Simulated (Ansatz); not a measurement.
# Be2Sn: the cost of one run

All numbers below are computed with Ansatz 0.2.0 (DFT, plane waves, PAW, no spin polarisation).

### 1 The starting structure

The cell holds 24 atoms (Be16Sn8): a = 8.207 Å, b = 8.207 Å, c = 8.207 Å, α = 60.00°, β = 60.00°, γ = 60.00°.

Its coordinates follow in the input file.

### 2 Run 1: PBEsol

input.yaml

```yaml
crystal:
  lattice:
    - [0.0, 5.803131113, 5.803131113]
    - [5.803131113, 0.0, 5.803131113]
    - [5.803131113, 5.803131113, 0.0]
  atoms:
    - { symbol: Sn, position: [0.0, 0.0, 0.0] }
    - { symbol: Be, position: [0.125, 0.125, 0.125] }
    - { symbol: Be, position: [0.375, 0.375, 0.375] }
    - { symbol: Sn, position: [0.0, 0.0, 0.5] }
    - { symbol: Be, position: [0.125, 0.125, 0.625] }
    - { symbol: Be, position: [0.375, 0.375, 0.875] }
    - { symbol: Sn, position: [0.0, 0.5, 0.0] }
    - { symbol: Be, position: [0.125, 0.625, 0.125] }
    - { symbol: Be, position: [0.375, 0.875, 0.375] }
    - { symbol: Sn, position: [0.0, 0.5, 0.5] }
    - { symbol: Be, position: [0.125, 0.625, 0.625] }
    - { symbol: Be, position: [0.375, 0.875, 0.875] }
    - { symbol: Sn, position: [0.5, 0.0, 0.0] }
    - { symbol: Be, position: [0.625, 0.125, 0.125] }
    - { symbol: Be, position: [0.875, 0.375, 0.375] }
    - { symbol: Sn, position: [0.5, 0.0, 0.5] }
    - { symbol: Be, position: [0.625, 0.125, 0.625] }
    - { symbol: Be, position: [0.875, 0.375, 0.875] }
    - { symbol: Sn, position: [0.5, 0.5, 0.0] }
    - { symbol: Be, position: [0.625, 0.625, 0.125] }
    - { symbol: Be, position: [0.875, 0.875, 0.375] }
    - { symbol: Sn, position: [0.5, 0.5, 0.5] }
    - { symbol: Be, position: [0.625, 0.625, 0.625] }
    - { symbol: Be, position: [0.875, 0.875, 0.875] }
kpoints:
  mp_grid: { grid: [2, 2, 2] }
hamiltonian:
  xc: pbesol
scf:
  occupations: { method: fermi_dirac, width: 0.02 }
md:
  ensemble: nvt_nose_hoover
  temperature: 100
  timestep: 1.5
  n_steps: 30
  initial_velocities: maxwell_boltzmann
  seed: 8084
```

Run with:

```sh
$ ansatz run input.yaml --threads 4 --pin off --max-ram 3686MiB --backend cpu --events-out ev --progress --plain --runs-dir out
```

Q: Estimate wall time and peak memory on 4 threads of Arm Neoverse N1, shared host.

About 2.6 min, with a peak of 1.4 GiB.
